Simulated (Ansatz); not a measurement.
# CH4AlBOS: ladder of methods at one geometry, by script

How do the methods compare on CH4AlBOS, in result and in cost? Aim: a ladder of methods at one geometry, for CH4AlBOS, run from a script.

Computed with Ansatz 0.2.0, driven from Python. The levels of theory stand in the script.

## (1) The structure

Bond lengths: B1–C2 1.501 Å, C2–O3 1.204 Å, C2–S4 1.853 Å, S4–Al5 2.315 Å, B1–H6 1.252 Å, B1–H7 1.171 Å, Al5–H8 1.573 Å, Al5–H9 1.564 Å. Angles: B1–C2–O3 117.9°, B1–C2–S4 122.4°, O3–C2–S4 119.6°, C2–B1–H6 120.8°, C2–B1–H7 123.7°, H6–B1–H7 115.5°, C2–S4–Al5 91.5°, S4–Al5–H8 120.0°, S4–Al5–H9 117.2°, H8–Al5–H9 122.8°.

ch4albos.xyz, read by the script:

```xyz
9

B    -1.07910    0.53680    1.31250
C     0.27580   -0.06380    1.07230
O     0.53110   -1.11070    1.60900
S     1.56100    0.76810    0.02780
Al    0.84680   -0.36340   -1.86110
H    -1.40690    1.61640    0.77060
H    -1.89450    0.04820    1.99680
H    -0.27460    0.25790   -2.77340
H     1.52890   -1.73570   -2.17170
```

## (2) The script

The input, ch4albos.py:

```python
"""CH4AlBOS at several levels of theory."""

from pathlib import Path
import logging
import sys
import warnings

import ansatz as az
import numpy as np

logging.basicConfig(stream=sys.stdout, format="%(levelname)s:%(name)s:%(message)s")
logger = logging.getLogger("calc")
logger.setLevel(logging.INFO)

warnings.simplefilter("ignore", az.DeckWarning)

geometry = az.Crystal.molecule_from_extxyz("ch4albos.xyz")

calculation = geometry.calculation().basis(gaussian="def2-SVP")

logger.info("functional    E (Ha)        dipole (D)   HOMO (eV)  LUMO (eV)")
for name in ["pbe0", "b3lyp", "cam_b3lyp", "pbe", "blyp"]:
    report = calculation.functional(name).forces().orbitals().run(threads=1, runs_dir="runs").report
    lines = Path(report["orbitals_path"]).read_text().splitlines()
    field_of = lambda key: [line.split("=")[1].strip() for line in lines if line.startswith(key)]
    orbitals = [(27.211386 * float(e), s, float(n)) for e, s, n in zip(field_of("Ene="), field_of("Spin="), field_of("Occup="))]
    homo = max(e for e, _, n in orbitals if n > 0.5)
    lumo = min(e for e, _, n in orbitals if n < 0.5)
    dipole = 4.803205 * np.linalg.norm(report["charge_distribution"]["dipole_moment_e_ang"])
    logger.info(f"{name:10s} {report['free_energy_ev'] / 27.211386246:14.6f} {dipole:9.3f} {homo:11.3f} {lumo:10.3f}")
```

## (3) The input behind the calls

The engine receives this input (first run):

```yaml
crystal:
  periodic: [false, false, false]
  atoms:
    - { symbol: B, position_ang: [-1.0791, 0.5368, 1.3125] }
    - { symbol: C, position_ang: [0.2758, -0.0638, 1.0723] }
    - { symbol: O, position_ang: [0.5311, -1.1107, 1.609] }
    - { symbol: S, position_ang: [1.561, 0.7681, 0.0278] }
    - { symbol: Al, position_ang: [0.8468, -0.3634, -1.8611] }
    - { symbol: H, position_ang: [-1.4069, 1.6164, 0.7706] }
    - { symbol: H, position_ang: [-1.8945, 0.0482, 1.9968] }
    - { symbol: H, position_ang: [-0.2746, 0.2579, -2.7734] }
    - { symbol: H, position_ang: [1.5289, -1.7357, -2.1717] }
basis:
  gaussian:
    orbitals: def2-SVP
hamiltonian:
  xc: pbe0
output:
  orbitals: {}
  forces: true
```

## (4) Launch

The run is started by

```sh
$ python ch4albos.py
```

What it wrote:

```text
INFO:calc:functional    E (Ha)        dipole (D)   HOMO (eV)  LUMO (eV)
INFO:calc:pbe0          -780.426922     1.982      -7.081     -3.741
INFO:calc:b3lyp         -780.892186     1.893      -6.764     -3.887
INFO:calc:cam_b3lyp     -780.789994     2.007      -8.317     -2.515
INFO:calc:pbe           -780.362713     1.733      -5.792     -4.686
INFO:calc:blyp          -780.803042     1.674      -5.566     -4.459
```

It took 22 s on 1 thread of Arm Neoverse V1, shared host; peak memory 0.29 GiB.

## (5) Inputs of later runs

The engine's inputs for some of the other runs:

Run 2, against run 1:

```diff
@@ -17 +17 @@
-  xc: pbe0
+  xc: b3lyp
```

Run 3, against run 1:

```diff
@@ -17 +17 @@
-  xc: pbe0
+  xc: cam_b3lyp
```

Run 4, against run 1:

```diff
@@ -17 +17 @@
-  xc: pbe0
+  xc: pbe
```

Lines on the test bed's own set-up are left out of the output.

## (6) The runs side by side

One row for each of the 5 runs:

```tsv
run	functional	energy (eV)	SCF cycles	CPU time (s)
1	pbe0	-21236.4984	21	4.5
2	b3lyp	-21249.1589	19	4.3
3	cam_b3lyp	-21246.3781	21	5.2
4	pbe	-21234.7512	23	3.4
5	blyp	-21246.7332	23	3.7
```

Totals under unlike functionals or potentials can't be compared directly.

The fields below are those of run 1.

## (7) The molecule's orbitals and density

Orbitals, density, ELF and potential are computed afterwards from the orbital file.

Frontier orbitals at PBE0/def2-SVP, with the share of their density that lies nearest to each atom:

```tsv
orbital	energy (eV)	lies on
HOMO-1	-7.75	O3 49 %; S4 26 %; C2 11 %
HOMO	-7.08	S4 79 %; O3 6 %
LUMO	-3.74	B1 36 %; O3 22 %; C2 18 %
```

ELF in a plane through or near 4 of the atoms.

Ten even steps from '0' (0.00) to '9' (1.00):
```
0000000000000000000000000000
0000000000000000000000000000
0000000000000000000000000000
0000000000000144321000000000
0000012100000588874100000000
0001478610000586676200000000
0006899961000276574100000000
0018999983110268751000000000
0028999962231351464244200000
0016999322133356984588720000
0001353287112126539288620000
0000012122121002433465300000
0000038988751003899841000000
0000169999981005999951000000
0000179999992004999950000000
0000069999981002899730000000
0000005898630000011000000000
0000000122000000000000000000
0000000000000000000000000000
0000000000000000000000000000
```
The map spans 11.2 Å across and 8.8 Å up, centred on the molecule. Atoms in the plane (x, y in Å): B1 (1.8, -0.3), O3 (0.9, 1.8), Al5 (-2.1, -0.2), H8 (-2.2, -1.8).

log10 of the density (e/Å³) in the same plane.

Ten even steps from ' ' (-4.0) to '@' (1.5):
```
                                                        
                              ..                        
                          ..::----::::                  
          ..............::--========--::                
      ..::::::::::::::::--++**####**++--::              
    ..::----====--------==++##%%%%##**==--..            
  ..::----==++++==========++##%%%%##**==--::..          
  ..::--==++****++++++==++++########**====--::..        
  ..::--==++******++++++++**########**++++==--::..      
  ..::--==++****####**++++++**######******++--::::      
  ..::--====++##@@@@**++++++++****%%@@##**++==--::      
    ..::--==++**####**++======++****##****++==::::      
    ..::--==++********++==--==++********++==--::..      
    ..::--==++**##**++++==----==++******++--::....      
      ::::--++******++==--::----==++++++==--::..        
      ..::--==++++++====--::::----====----::..          
        ..::----------::::......::::::::....            
          ....::::::::....        ......                
              ......                                    
                                                        
```
The map spans 11.2 Å across and 8.8 Å up, centred on the molecule. Atoms in the plane (x, y in Å): B1 (1.8, -0.3), O3 (0.9, 1.8), Al5 (-2.1, -0.2), H8 (-2.2, -1.8).

On the surface of density 0.002 e/bohr³ the electrostatic potential runs, from the 1st to the 99th percentile, from -1.17 V near O3 to 3.75 V near Al5.

## (8) Outcome

| quantity | value |
| --- | --- |
| runs compared | 5 |
| HOMO-LUMO gap of the mean field (PBE0/def2-SVP) | 3.34 eV |

What this shows: All 5 runs converged (19 to 23 cycles). Reading the output:
- The geometry is a force-field or estimated start, not a minimum of this method, and the basis set is short of its limit. A lower total doesn't mark the better method: functionals have no common bound, and MP2 and coupled cluster aren't variational.
- b3lyp holds the VWN-RPA fit, as in Gaussian; the form of ORCA and Turbomole is b3lyp5.
- Levels such as HOMO and LUMO are orbital energies: with these approximate functionals they aren't the ionisation energy and electron affinity, and their gap isn't the fundamental gap.
